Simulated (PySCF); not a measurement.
# GaS: bond curves at several levels of theory

One job finds the state of GaS, follows it along the bond with each method and fits the curves.

Method: Ga def2-TZVPP, S def2-TZVPP, no relativity; program: PySCF 2.14.0.

## Step 1: Set-up

The job is set up so:

```json
{"atoms": "Ga, S", "charge": "0", "basis": "Ga def2-TZVPP, S def2-TZVPP", "Hamiltonian": "no relativity", "basis functions": "90", "electrons treated": "47", "masses in u": "68.9256, 31.9721", "levels": "PBE0, PBE, r²SCAN, r²SCAN0, revPBE, M06, B97-3, HSE06, HF, MP2, SCS-MP2, CCSD, CCSD(T)", "grid": "80 radial by 434 angular points", "occupations": "held fixed by the projection of orbital angular momentum", "dissociation limit": "Ga + S, each in its ground configuration", "starting distance in angstrom": "2.190", "values of 2S to try": "1, 3"}
```

Started as:

```console
OMP_NUM_THREADS=1 python dia.py task.json out
```

After the search, every level is run at each distance in turn; below they are sorted by level.

## Step 2: State search with unrestricted PBE0

At the starting distance of 2.190 Å the search finds these solutions (others can lie among them):

```csv
2Ms+1,unpaired,term,E (eV),⟨S²⟩,⟨Lz²⟩,μ (D)
2,σ ↑,²Σ⁺,0.00,0.76,0.00,-3.71
2,π ↑,²Π,0.30,0.76,1.01,-1.03
4,"σ ↑, π ↑↑",not assigned,2.98,3.76,2.01,-0.41
4,"σ ↑, π ↑↑",not assigned,3.21,3.76,2.01,-0.41
2,"σ ↑, π ↑↓",not assigned,3.37,1.76,2.02,-0.52
4,π ↑↑↑,⁴Π,4.85,3.76,1.01,3.86
4,"σ ↑↑, π ↑",⁴Π,5.78,3.76,1.02,0.42
4,"σ ↑↑, π ↑",⁴Π,5.97,3.76,1.00,-1.88
4,σ ↑↑↑,⁴Σ⁺,8.90,3.77,0.00,-0.83
```

A term symbol stands only where ⟨S²⟩ and ⟨Lz²⟩ are near those of a pure state. A positive dipole means Ga(−)S(+).

The most promising solutions are followed along the bond (rough minima from three points):

```csv
2Ms+1,unpaired,R at minimum (Å),energy at minimum (eV)
2,σ ↑,2.08,0.00
2,π ↑,2.32,0.32
4,"σ ↑, π ↑↑",2.30,3.04
```

The search made 9 SCF attempts at the starting distance; with the short scans it took 39 s of wall time (1 thread of Intel Xeon Platinum 8259CL at 2.50GHz (Skylake/Cascade Lake), shared host).

## Step 3: First curve: PBE0

State followed: ²Σ⁺ (doublet), unpaired electrons σ ↑. The scan is laid around 2.077 Å.

Log of the SCF at 2.077 Å:

```text
******** <class 'pyscf.dft.uks_symm.SymAdaptedUKS'> ********
method = SymAdaptedUKS
initial guess = minao
damping factor = 0
level_shift factor = 0
DIIS = <class 'pyscf.scf.diis.CDIIS'>
diis_start_cycle = 1
diis_space = 10
diis_damp = 0
SCF conv_tol = 1e-09
SCF conv_tol_grad = None
SCF max_cycles = 60
direct_scf = False
max_memory 2100 MB (current use 747 MB)
number electrons alpha = 24  beta = 23
XC library pyscf.dft.libxc version 7.0.0
    S. Lehtola, C. Steigemann, M. J.T. Oliveira, and M. A.L. Marques.,  SoftwareX 7, 1–5 (2018)
XC functionals = PBE0
    C. Adamo and V. Barone.,  J. Chem. Phys. 110, 6158 (1999)
    M. Ernzerhof and G. E. Scuseria.,  J. Chem. Phys. 110, 5029 (1999)
small_rho_cutoff = 0
Overwritten attributes  get_jk get_k get_hcore get_occ get_j  of <class 'pyscf.dft.uks_symm.SymAdaptedUKS'>
<class 'pyscf.dft.uks_symm.SymAdaptedUKS'> does not have attributes  refdm
Set gradient conv threshold to 3.16228e-05
init E= -2322.65580125069
cycle= 1 E= -2322.66275475513  delta_E= -0.00695  |g|= 0.0219  |ddm|= 0.0504
cycle= 2 E= -2322.6617806299  delta_E= 0.000974  |g|= 0.0444  |ddm|= 0.0698
cycle= 3 E= -2322.6631583454  delta_E= -0.00138  |g|= 0.00627  |ddm|= 0.0453
cycle= 4 E= -2322.66317707157  delta_E= -1.87e-05  |g|= 0.00195  |ddm|= 0.00611
cycle= 5 E= -2322.66318015807  delta_E= -3.09e-06  |g|= 0.00085  |ddm|= 0.00261
cycle= 6 E= -2322.66318132979  delta_E= -1.17e-06  |g|= 0.000397  |ddm|= 0.00215
cycle= 7 E= -2322.66318162038  delta_E= -2.91e-07  |g|= 6.62e-05  |ddm|= 0.00139
cycle= 8 E= -2322.66318163961  delta_E= -1.92e-08  |g|= 2.51e-05  |ddm|= 0.000317
cycle= 9 E= -2322.66318164259  delta_E= -2.98e-09  |g|= 1.16e-05  |ddm|= 0.000117
cycle= 10 E= -2322.6631816429  delta_E= -3.05e-10  |g|= 2.08e-06  |ddm|= 4.17e-05
Extra cycle  E= -2322.6631816429  delta_E= -1.82e-12  |g|= 4.3e-06  |ddm|= 6.98e-06
converged SCF energy = -2322.6631816429  <S^2> = 0.7580749  2S+1 = 2.0080587
```

Points of the scan, energies from the lowest:

```csv
R (Å),E (eV),μ (D),Mulliken charge of Ga (e),Mayer bond order,⟨S²⟩,HOMO (eV),LUMO (eV)
1.7862,1.1855,-2.53,0.18,2.36,0.76,-7.25,-4.00
1.8693,0.5107,-2.80,0.21,2.28,0.76,-7.37,-4.17
1.9524,0.1513,-3.06,0.24,2.18,0.76,-7.42,-4.32
2.0147,0.0299,-3.24,0.28,2.10,0.76,-7.28,-4.41
2.0770,0.0000,-3.41,0.31,2.01,0.76,-7.15,-4.48
2.1393,0.0367,-3.58,0.33,1.91,0.76,-7.03,-4.54
2.2224,0.1563,-3.80,0.36,1.77,0.76,-6.88,-4.58
2.3262,0.3729,-4.09,0.39,1.60,0.76,-6.70,-4.58
2.4509,0.6776,-4.50,0.42,1.41,0.76,-6.49,-4.52
2.6170,1.0975,-5.14,0.45,1.21,0.76,-6.22,-4.37
```

Constants from the curve: Re = 2.070 Å, ωe = 469 cm⁻¹, ωexe = 2.46 cm⁻¹, αe = 0.00109 cm⁻¹, Be = 0.1800 cm⁻¹, De = 3.74 eV, μ = -3.39 D.

Orbitals nearest the gap at 2.077 Å:

```csv
spin,orbital,ε (eV),filled,made of
β,π,-24.07,yes,Ga d 100 %
α,σ,-18.81,yes,"S s 83 %, Ga s 8 %"
β,σ,-18.18,yes,"S s 82 %, Ga s 9 %"
α,σ,-11.25,yes,"Ga s 56 %, S p 34 %, S s 8 %"
β,σ,-10.18,yes,"Ga s 57 %, S p 31 %, S s 9 %"
α,σ,-7.59,yes,"S p 40 %, Ga p 31 %, Ga s 28 %"
α,π,-7.30,yes,"S p 83 %, Ga p 14 %"
α,π,-7.30,yes,"S p 83 %, Ga p 14 %"
β,π,-7.15,yes,"S p 84 %, Ga p 13 %"
β,π,-7.15,yes,"S p 84 %, Ga p 13 %"
β,σ,-4.48,no,"S p 40 %, Ga s 32 %, Ga p 28 %"
α,π,-1.69,no,"Ga p 84 %, S p 11 %"
α,π,-1.69,no,"Ga p 84 %, S p 11 %"
β,π,-1.24,no,"Ga p 87 %, S p 11 %"
```

Polarisability there: 73.8 bohr³ along the bond, 43.4 across it. Without diffuse functions these come out too small, above all across the bond.

## Step 4: Orbitals, density and potential

Orbitals, density, ELF and potential are computed afterwards from the orbital file.

Frontier orbitals at PBE0 (alpha spin), with the share of their density that lies nearest to each atom:

```csv
orbital,energy (eV),lies on
HOMO-1,-7.30,S2 83 %; Ga1 17 %
HOMO,-7.30,S2 83 %; Ga1 17 %
LUMO,-1.69,Ga1 84 %; S2 16 %
```

ELF in a plane through or near 2 of the atoms.

Values, 10 rows by 14 columns:
```
0.00 0.00 0.01 0.03 0.04 0.04 0.04 0.06 0.09 0.07 0.03 0.00 0.00 0.00
0.00 0.07 0.30 0.50 0.36 0.23 0.19 0.25 0.41 0.43 0.30 0.09 0.01 0.00
0.03 0.52 0.82 0.79 0.51 0.35 0.32 0.45 0.66 0.71 0.61 0.28 0.04 0.00
0.29 0.93 0.94 0.75 0.28 0.19 0.35 0.63 0.84 0.89 0.84 0.56 0.14 0.02
0.63 0.97 0.92 0.46 0.51 0.67 0.18 0.63 0.23 0.20 0.72 0.69 0.23 0.04
0.68 0.97 0.92 0.36 0.71 0.62 0.24 0.59 0.40 0.61 0.53 0.70 0.25 0.04
0.49 0.96 0.93 0.64 0.21 0.29 0.21 0.66 0.70 0.64 0.86 0.64 0.19 0.03
0.12 0.81 0.92 0.78 0.49 0.35 0.38 0.56 0.78 0.83 0.75 0.43 0.09 0.01
0.01 0.33 0.69 0.75 0.50 0.33 0.28 0.38 0.59 0.63 0.51 0.21 0.03 0.00
0.00 0.01 0.07 0.17 0.15 0.11 0.10 0.15 0.24 0.22 0.13 0.03 0.00 0.00
```
The map spans 7.3 Å across and 5.2 Å up, centred on the molecule. Atoms in the plane (x, y in Å): Ga1 (-1.0, 0.0), S2 (1.0, 0.0).

log10 of the density (e/Å³) in the same plane.

Ten even steps from '0' (-4.0) to '9' (3.9):
```
0000011111111111111111000000
0001111122222222222221110000
0111122222222222222222111000
0111222233333333333332221100
1112222333333333333333221110
1122233333333334444433322110
1222333444444444444443322210
1222334455554444555544332211
1223334566665445566554332211
1223344567965445687654432211
1223344567965445687654432211
1223334566665445565554332211
1222334455554444555544332211
1222333444444444444443322210
1122233333333334444433322110
1112222333333333333333221110
0111222233333333333332221100
0111122222222222222222111000
0001111122222222222221110000
0000011111111111111111000000
```
The map spans 7.3 Å across and 5.2 Å up, centred on the molecule. Atoms in the plane (x, y in Å): Ga1 (-1.0, 0.0), S2 (1.0, 0.0).

On the surface of density 0.002 e/bohr³ the electrostatic potential runs, from the 1st to the 99th percentile, from -0.98 V near S2 to 1.85 V near Ga1.

The spin density lies nearest to Ga1 59 %; S2 41 %.

## Step 5: Higher solutions at PBE0

State 2: ²Π (doublet), unpaired electrons π ↑, an excited solution.

Log of the SCF at 2.077 Å:

```text
[... 13 set-up lines left out, the same as in an earlier log ...]
max_memory 2100 MB (current use 817 MB)
[... 8 set-up lines left out, the same as in an earlier log ...]
init E= -2322.63819029866
cycle= 1 E= -2322.63791034719  delta_E= 0.00028  |g|= 0.0155  |ddm|= 0.0522
cycle= 2 E= -2322.63787187454  delta_E= 3.85e-05  |g|= 0.0207  |ddm|= 0.0456
cycle= 3 E= -2322.63809602125  delta_E= -0.000224  |g|= 0.00255  |ddm|= 0.0207
cycle= 4 E= -2322.63809861974  delta_E= -2.6e-06  |g|= 0.000919  |ddm|= 0.00293
cycle= 5 E= -2322.63809874538  delta_E= -1.26e-07  |g|= 0.000115  |ddm|= 0.000502
cycle= 6 E= -2322.63809875221  delta_E= -6.84e-09  |g|= 4.33e-05  |ddm|= 0.000156
cycle= 7 E= -2322.63809875323  delta_E= -1.02e-09  |g|= 3.78e-06  |ddm|= 4.69e-05
cycle= 8 E= -2322.63809875327  delta_E= -3.64e-11  |g|= 1.01e-06  |ddm|= 9.68e-06
Extra cycle  E= -2322.63809875327  delta_E= -4.55e-12  |g|= 5.23e-07  |ddm|= 2.48e-06
converged SCF energy = -2322.63809875327  <S^2> = 0.75508394  2S+1 = 2.0050775
```

Re = 2.316 Å, ωe = 341 cm⁻¹, ωexe = 1.14 cm⁻¹, αe = 0.000742 cm⁻¹, Be = 0.1438 cm⁻¹, μ = -1.81 D. Its minimum lies 0.31 eV above that of the lowest state.

State 3: quartet, unpaired electrons σ ↑, π ↑↑, an excited solution.

Output of the SCF at 2.077 Å:

```text
[... 14 set-up lines left out, the same as in an earlier log ...]
number electrons alpha = 25  beta = 22
[... 7 set-up lines left out, the same as in an earlier log ...]
init E= -2322.53939810085
cycle= 1 E= -2322.54181231985  delta_E= -0.00241  |g|= 0.0118  |ddm|= 0.0489
cycle= 2 E= -2322.54181374776  delta_E= -1.43e-06  |g|= 0.0141  |ddm|= 0.0279
cycle= 3 E= -2322.54191739146  delta_E= -0.000104  |g|= 0.00248  |ddm|= 0.0144
cycle= 4 E= -2322.54191974175  delta_E= -2.35e-06  |g|= 0.000959  |ddm|= 0.00244
cycle= 5 E= -2322.54192024099  delta_E= -4.99e-07  |g|= 0.000318  |ddm|= 0.00113
cycle= 6 E= -2322.54192039264  delta_E= -1.52e-07  |g|= 0.000139  |ddm|= 0.000927
cycle= 7 E= -2322.54192041649  delta_E= -2.38e-08  |g|= 3.42e-05  |ddm|= 0.000356
cycle= 8 E= -2322.54192041774  delta_E= -1.25e-09  |g|= 4.46e-06  |ddm|= 8e-05
cycle= 9 E= -2322.54192041775  delta_E= -1.36e-11  |g|= 9.82e-07  |ddm|= 8.83e-06
Extra cycle  E= -2322.54192041775  delta_E= -3.64e-12  |g|= 1.21e-06  |ddm|= 2.24e-06
converged SCF energy = -2322.54192041775  <S^2> = 3.7572807  2S+1 = 4.0036387
```

Re = 2.293 Å, ωe = 311 cm⁻¹; the determinant mixes terms (⟨S²⟩ = 3.76, ⟨Lz²⟩ = 2.01), so these belong to no real state. Its minimum lies 3.03 eV above that of the lowest state.

Energy (eV) from the lowest point of the lowest state:

```csv
R (Å),lowest,state 2,state 3
1.786,1.186,3.196,5.601
1.869,0.511,2.100,4.568
1.952,0.151,1.350,3.881
2.015,0.030,0.959,3.535
2.077,0.000,0.683,3.300
2.139,0.037,0.496,3.150
2.222,0.156,0.357,3.049
2.326,0.373,0.310,3.031
2.451,0.678,0.381,3.098
2.617,1.098,0.601,3.244
```

## Step 6: PBE (GGA)

Log of the SCF at 2.077 Å:

```text
[... 17 set-up lines left out, the same as in an earlier log ...]
XC functionals = PBE
    J. P. Perdew, K. Burke, and M. Ernzerhof.,  Phys. Rev. Lett. 77, 3865 (1996)
    J. P. Perdew, K. Burke, and M. Ernzerhof.,  Phys. Rev. Lett. 78, 1396 (1997)
    J. P. Perdew, K. Burke, and M. Ernzerhof.,  Phys. Rev. Lett. 77, 3865 (1996)
    J. P. Perdew, K. Burke, and M. Ernzerhof.,  Phys. Rev. Lett. 78, 1396 (1997)
[... 2 set-up lines left out, the same as in an earlier log ...]
init E= -2322.59618254871
cycle= 1 E= -2322.59668740858  delta_E= -0.000505  |g|= 0.0968  |ddm|= 0.109
cycle= 2 E= -2322.58497502186  delta_E= 0.0117  |g|= 0.171  |ddm|= 0.19
cycle= 3 E= -2322.59515002796  delta_E= -0.0102  |g|= 0.0788  |ddm|= 0.205
cycle= 4 E= -2322.59908189421  delta_E= -0.00393  |g|= 0.00312  |ddm|= 0.0758
cycle= 5 E= -2322.59908992147  delta_E= -8.03e-06  |g|= 0.00165  |ddm|= 0.0066
cycle= 6 E= -2322.59909214972  delta_E= -2.23e-06  |g|= 0.00015  |ddm|= 0.00181
cycle= 7 E= -2322.59909216593  delta_E= -1.62e-08  |g|= 4.97e-05  |ddm|= 0.000161
cycle= 8 E= -2322.59909216729  delta_E= -1.35e-09  |g|= 9.27e-06  |ddm|= 5.15e-05
cycle= 9 E= -2322.59909216734  delta_E= -5.87e-11  |g|= 3.25e-06  |ddm|= 1.48e-05
Extra cycle  E= -2322.59909216727  delta_E= 7.87e-11  |g|= 1.02e-05  |ddm|= 1.49e-05
converged SCF energy = -2322.59909216727  <S^2> = 0.75396853  2S+1 = 2.0039646
```

Re = 2.087 Å, ωe = 456 cm⁻¹, ωexe = 2.24 cm⁻¹, αe = 0.00104 cm⁻¹, Be = 0.1772 cm⁻¹, De = 3.96 eV, μ = -3.06 D. 15 s of CPU time for 12 points, integrals apart.

## Step 7: r²SCAN (meta-GGA)

Output of the SCF at 2.077 Å:

```text
[... 17 set-up lines left out, the same as in an earlier log ...]
XC functionals = R2SCAN
    J. W. Furness, A. D. Kaplan, J. Ning, J. P. Perdew, and J. Sun.,  J. Phys. Chem. Lett. 11, 8208-8215 (2020)
    J. W. Furness, A. D. Kaplan, J. Ning, J. P. Perdew, and J. Sun.,  J. Phys. Chem. Lett. 11, 9248-9248 (2020)
    J. W. Furness, A. D. Kaplan, J. Ning, J. P. Perdew, and J. Sun.,  J. Phys. Chem. Lett. 11, 8208-8215 (2020)
    J. W. Furness, A. D. Kaplan, J. Ning, J. P. Perdew, and J. Sun.,  J. Phys. Chem. Lett. 11, 9248-9248 (2020)
[... 2 set-up lines left out, the same as in an earlier log ...]
init E= -2323.01687105311
cycle= 1 E= -2323.01760957558  delta_E= -0.000739  |g|= 0.0269  |ddm|= 0.0849
cycle= 2 E= -2323.01390081357  delta_E= 0.00371  |g|= 0.0725  |ddm|= 0.104
cycle= 3 E= -2323.0181088611  delta_E= -0.00421  |g|= 0.0138  |ddm|= 0.0797
cycle= 4 E= -2323.01813742642  delta_E= -2.86e-05  |g|= 0.00236  |ddm|= 0.00726
cycle= 5 E= -2323.01814161578  delta_E= -4.19e-06  |g|= 0.00031  |ddm|= 0.00276
cycle= 6 E= -2323.01814178796  delta_E= -1.72e-07  |g|= 0.000158  |ddm|= 0.000893
cycle= 7 E= -2323.0181418132  delta_E= -2.52e-08  |g|= 6.54e-05  |ddm|= 0.000282
cycle= 8 E= -2323.01814181954  delta_E= -6.34e-09  |g|= 2.1e-05  |ddm|= 0.000166
cycle= 9 E= -2323.01814182023  delta_E= -6.83e-10  |g|= 3.8e-06  |ddm|= 6.08e-05
Extra cycle  E= -2323.01814182026  delta_E= -3.14e-11  |g|= 4.1e-06  |ddm|= 1.23e-05
converged SCF energy = -2323.01814182026  <S^2> = 0.75900041  2S+1 = 2.0089802
```

Re = 2.061 Å, ωe = 481 cm⁻¹, ωexe = 2.46 cm⁻¹, αe = 0.00106 cm⁻¹, Be = 0.1817 cm⁻¹, De = 3.94 eV, μ = -3.22 D.

## Step 8: r²SCAN0 (hybrid meta-GGA)

Output of the SCF at 2.077 Å:

```text
[... 13 set-up lines left out, the same as in an earlier log ...]
max_memory 2100 MB (current use 818 MB)
[... 3 set-up lines left out, the same as in an earlier log ...]
XC functionals = HYB_MGGA_XC_R2SCAN0
    M. Bursch, H. Neugebauer, S. Ehlert, and S. Grimme.,  J. Chem. Phys. 156, 134105 (2022)
[... 2 set-up lines left out, the same as in an earlier log ...]
init E= -2322.98365985963
cycle= 1 E= -2322.98429974623  delta_E= -0.00064  |g|= 0.04  |ddm|= 0.0579
cycle= 2 E= -2322.98413792086  delta_E= 0.000162  |g|= 0.0512  |ddm|= 0.037
cycle= 3 E= -2322.98453197241  delta_E= -0.000394  |g|= 0.00456  |ddm|= 0.023
cycle= 4 E= -2322.98454354306  delta_E= -1.16e-05  |g|= 0.00219  |ddm|= 0.00667
cycle= 5 E= -2322.9845480604  delta_E= -4.52e-06  |g|= 0.000432  |ddm|= 0.00303
cycle= 6 E= -2322.98454855634  delta_E= -4.96e-07  |g|= 0.000217  |ddm|= 0.00139
cycle= 7 E= -2322.98454864594  delta_E= -8.96e-08  |g|= 9.89e-05  |ddm|= 0.000452
cycle= 8 E= -2322.98454868993  delta_E= -4.4e-08  |g|= 2.72e-05  |ddm|= 0.000477
cycle= 9 E= -2322.98454869358  delta_E= -3.64e-09  |g|= 8.35e-06  |ddm|= 0.00014
cycle= 10 E= -2322.98454869398  delta_E= -4.04e-10  |g|= 4.28e-06  |ddm|= 5.27e-05
Extra cycle  E= -2322.98454869397  delta_E= 1.05e-11  |g|= 7.53e-06  |ddm|= 1.22e-05
converged SCF energy = -2322.98454869397  <S^2> = 0.76284445  2S+1 = 2.0128035
```

Re = 2.056 Å, ωe = 482 cm⁻¹, ωexe = 2.66 cm⁻¹, αe = 0.00113 cm⁻¹, Be = 0.1826 cm⁻¹, De = 3.71 eV, μ = -3.48 D. 32 s of CPU time for 12 points, integrals apart.

## Step 9: revPBE (GGA)

The SCF at the reference distance, 2.077 Å, printed:

```text
[... 17 set-up lines left out, the same as in an earlier log ...]
XC functionals = PBE_R,PBE
    Y. Zhang and W. Yang.,  Phys. Rev. Lett. 80, 890 (1998)
[... 4 set-up lines left out, the same as in an earlier log ...]
init E= -2322.84726358291
cycle= 1 E= -2322.84794686661  delta_E= -0.000683  |g|= 0.0832  |ddm|= 0.0905
cycle= 2 E= -2322.84200515954  delta_E= 0.00594  |g|= 0.139  |ddm|= 0.139
cycle= 3 E= -2322.84729803395  delta_E= -0.00529  |g|= 0.057  |ddm|= 0.147
cycle= 4 E= -2322.84946846991  delta_E= -0.00217  |g|= 0.00255  |ddm|= 0.057
cycle= 5 E= -2322.84947441036  delta_E= -5.94e-06  |g|= 0.000936  |ddm|= 0.0047
cycle= 6 E= -2322.84947511227  delta_E= -7.02e-07  |g|= 0.000117  |ddm|= 0.00105
cycle= 7 E= -2322.84947512108  delta_E= -8.82e-09  |g|= 5.18e-05  |ddm|= 0.000159
cycle= 8 E= -2322.84947512297  delta_E= -1.89e-09  |g|= 1.36e-05  |ddm|= 7.35e-05
cycle= 9 E= -2322.84947512317  delta_E= -1.96e-10  |g|= 3.92e-06  |ddm|= 2.54e-05
Extra cycle  E= -2322.8494751231  delta_E= 7.23e-11  |g|= 1.05e-05  |ddm|= 1.62e-05
converged SCF energy = -2322.8494751231  <S^2> = 0.75460569  2S+1 = 2.0046004
```

Re = 2.096 Å, ωe = 449 cm⁻¹, ωexe = 2.28 cm⁻¹, αe = 0.00105 cm⁻¹, Be = 0.1758 cm⁻¹, De = 3.74 eV, μ = -3.13 D. 10 s of CPU time for 12 points, integrals apart.

## Step 10: M06 (hybrid meta-GGA)

The SCF at the reference distance, 2.077 Å, printed:

```text
[... 17 set-up lines left out, the same as in an earlier log ...]
XC functionals = M06
    Y. Zhao and D. G. Truhlar.,  Theor. Chem. Acc. 120, 215 (2008)
    Y. Zhao and D. G. Truhlar.,  Theor. Chem. Acc. 120, 215 (2008)
[... 2 set-up lines left out, the same as in an earlier log ...]
init E= -2322.99636541175
cycle= 1 E= -2322.99928250371  delta_E= -0.00292  |g|= 0.0287  |ddm|= 0.175
cycle= 2 E= -2322.99763634217  delta_E= 0.00165  |g|= 0.0545  |ddm|= 0.093
cycle= 3 E= -2322.99998322641  delta_E= -0.00235  |g|= 0.00992  |ddm|= 0.0646
cycle= 4 E= -2323.00002014265  delta_E= -3.69e-05  |g|= 0.0037  |ddm|= 0.00733
cycle= 5 E= -2323.00003271752  delta_E= -1.26e-05  |g|= 0.00186  |ddm|= 0.00811
cycle= 6 E= -2323.00003715971  delta_E= -4.44e-06  |g|= 0.000292  |ddm|= 0.00495
cycle= 7 E= -2323.0000374526  delta_E= -2.93e-07  |g|= 8.95e-05  |ddm|= 0.0018
cycle= 8 E= -2323.00003745909  delta_E= -6.49e-09  |g|= 5.89e-05  |ddm|= 0.000239
cycle= 9 E= -2323.00003746089  delta_E= -1.8e-09  |g|= 5.71e-06  |ddm|= 6.16e-05
cycle= 10 E= -2323.00003746094  delta_E= -4.18e-11  |g|= 1.43e-06  |ddm|= 1.47e-05
Extra cycle  E= -2323.00003746094  delta_E= -3.64e-12  |g|= 1.38e-06  |ddm|= 2.98e-06
converged SCF energy = -2323.00003746094  <S^2> = 0.75356725  2S+1 = 2.0035641
```

Re = 2.096 Å, ωe = 425 cm⁻¹, ωexe = 2.76 cm⁻¹, αe = 0.00131 cm⁻¹, Be = 0.1757 cm⁻¹, De = 3.73 eV, μ = -3.14 D.

## Step 11: B97-3 (global hybrid GGA)

Log of the SCF at 2.077 Å:

```text
[... 17 set-up lines left out, the same as in an earlier log ...]
XC functionals = HYB_GGA_XC_B97_3
    T. W. Keal and D. J. Tozer.,  J. Chem. Phys. 123, 121103 (2005)
[... 2 set-up lines left out, the same as in an earlier log ...]
init E= -2322.84077561145
cycle= 1 E= -2322.84112211189  delta_E= -0.000347  |g|= 0.0235  |ddm|= 0.077
cycle= 2 E= -2322.84096523806  delta_E= 0.000157  |g|= 0.0285  |ddm|= 0.0353
cycle= 3 E= -2322.84122654137  delta_E= -0.000261  |g|= 0.00659  |ddm|= 0.025
cycle= 4 E= -2322.84125607751  delta_E= -2.95e-05  |g|= 0.00102  |ddm|= 0.00706
cycle= 5 E= -2322.84125656419  delta_E= -4.87e-07  |g|= 0.000282  |ddm|= 0.00128
cycle= 6 E= -2322.84125664794  delta_E= -8.37e-08  |g|= 0.000119  |ddm|= 0.00045
cycle= 7 E= -2322.84125667582  delta_E= -2.79e-08  |g|= 3.2e-05  |ddm|= 0.000296
cycle= 8 E= -2322.84125668011  delta_E= -4.29e-09  |g|= 1.26e-05  |ddm|= 0.000138
cycle= 9 E= -2322.84125668046  delta_E= -3.51e-10  |g|= 2.15e-06  |ddm|= 3.96e-05
Extra cycle  E= -2322.84125668047  delta_E= -1.18e-11  |g|= 3.18e-06  |ddm|= 7.48e-06
converged SCF energy = -2322.84125668047  <S^2> = 0.75581944  2S+1 = 2.005811
```

Re = 2.090 Å, ωe = 456 cm⁻¹, ωexe = 2.38 cm⁻¹, αe = 0.00106 cm⁻¹, Be = 0.1767 cm⁻¹, De = 3.76 eV, μ = -3.49 D. 21 s of CPU time for 12 points, integrals apart.

## Step 12: HSE06

The SCF at the reference distance, 2.077 Å, printed:

```text
[... 17 set-up lines left out, the same as in an earlier log ...]
XC functionals = HSE06
    J. Heyd, G. E. Scuseria, and M. Ernzerhof.,  J. Chem. Phys. 118, 8207 (2003)
    J. Heyd, G. E. Scuseria, and M. Ernzerhof.,  J. Chem. Phys. 124, 219906 (2006)
    A. V. Krukau, O. A. Vydrov, A. F. Izmaylov, and G. E. Scuseria.,  J. Chem. Phys. 125, 224106 (2006)
[... 2 set-up lines left out, the same as in an earlier log ...]
init E= -2322.67848956252
cycle= 1 E= -2322.67853676531  delta_E= -4.72e-05  |g|= 0.0166  |ddm|= 0.0249
cycle= 2 E= -2322.67844956934  delta_E= 8.72e-05  |g|= 0.0218  |ddm|= 0.0207
cycle= 3 E= -2322.67857088205  delta_E= -0.000121  |g|= 0.00517  |ddm|= 0.0176
cycle= 4 E= -2322.67858946512  delta_E= -1.86e-05  |g|= 0.00035  |ddm|= 0.00512
cycle= 5 E= -2322.6785896845  delta_E= -2.19e-07  |g|= 0.000161  |ddm|= 0.000781
cycle= 6 E= -2322.67858969641  delta_E= -1.19e-08  |g|= 7.75e-05  |ddm|= 0.000384
cycle= 7 E= -2322.67858970235  delta_E= -5.94e-09  |g|= 1.41e-05  |ddm|= 0.000167
cycle= 8 E= -2322.6785897028  delta_E= -4.52e-10  |g|= 6.1e-06  |ddm|= 5.07e-05
Extra cycle  E= -2322.67858970274  delta_E= 6.09e-11  |g|= 1.33e-05  |ddm|= 2.16e-05
converged SCF energy = -2322.67858970274  <S^2> = 0.7576501  2S+1 = 2.0076355
```

Re = 2.073 Å, ωe = 464 cm⁻¹, ωexe = 2.50 cm⁻¹, αe = 0.00111 cm⁻¹, Be = 0.1796 cm⁻¹, De = 3.72 eV, μ = -3.34 D.

(Part 1 of 2 ends here.)
